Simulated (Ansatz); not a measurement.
# AlCl4: the cost of one run

Computed with Ansatz 0.2.0 (the levels named in each step, unless a step's input says otherwise).

## (1) The structure to begin with

Bond lengths: Cl1–Al2 2.114 Å, Al2–Cl3 2.114 Å, Al2–Cl4 2.114 Å, Al2–Cl5 2.114 Å. Angles: Cl1–Al2–Cl3 109.3°, Cl1–Al2–Cl4 109.5°, Cl1–Al2–Cl5 109.6°, Cl3–Al2–Cl4 109.6°, Cl3–Al2–Cl5 109.5°, Cl4–Al2–Cl5 109.4°.

Structure file:

```xyz
5

Cl   -1.6571   -0.3935   -1.2526
Al    0.0001   -0.0001   -0.0001
Cl   -0.0189    2.0367    0.5668
Cl    1.7887   -0.4294   -1.0421
Cl   -0.1131   -1.2133    1.7277
```

## (2) A rough first relaxation, PBE-D4/def2-SVPD

This run stands in another session on the same molecule. It ended at:

```xyz
5

Cl   -1.7125   -0.4094   -1.2934
Al   -0.0001    0.0001   -0.0001
Cl   -0.0167    2.1047    0.5859
Cl    1.8484   -0.4411   -1.0777
Cl   -0.1196   -1.2538    1.7850
```

## (3) Relaxation, PBE0-D4/def2-TZVPPD

Input file input.yaml:

```yaml
crystal:
  periodic: [false, false, false]
  atoms:
    - { symbol: Cl, position_ang: [-1.71252069, -0.40942357, -1.29342801] }
    - { symbol: Al, position_ang: [-8.679e-05, 7.984e-05, -7.089e-05] }
    - { symbol: Cl, position_ang: [-0.01666876, 2.10468603, 0.58586194] }
    - { symbol: Cl, position_ang: [1.84840539, -0.44113717, -1.07769797] }
    - { symbol: Cl, position_ang: [-0.11957916, -1.25378513, 1.78500492] }
total_charge: -1
basis:
  gaussian: { orbitals: def2-TZVPPD.json }
hamiltonian:
  xc: pbe0
  dispersion: d4
relax:
  f_tol: 0.002
  max_steps: 150
```

On the command line:

```
$ ansatz run input.yaml --threads 4 --pin off --max-ram 10240MiB --backend cpu --events-out ev --progress --plain --runs-dir out
```

Q: Estimate wall time and peak memory on 4 threads of AMD EPYC (Zen 3), shared host.

About 1.9 min, with a peak of 0.99 GiB.
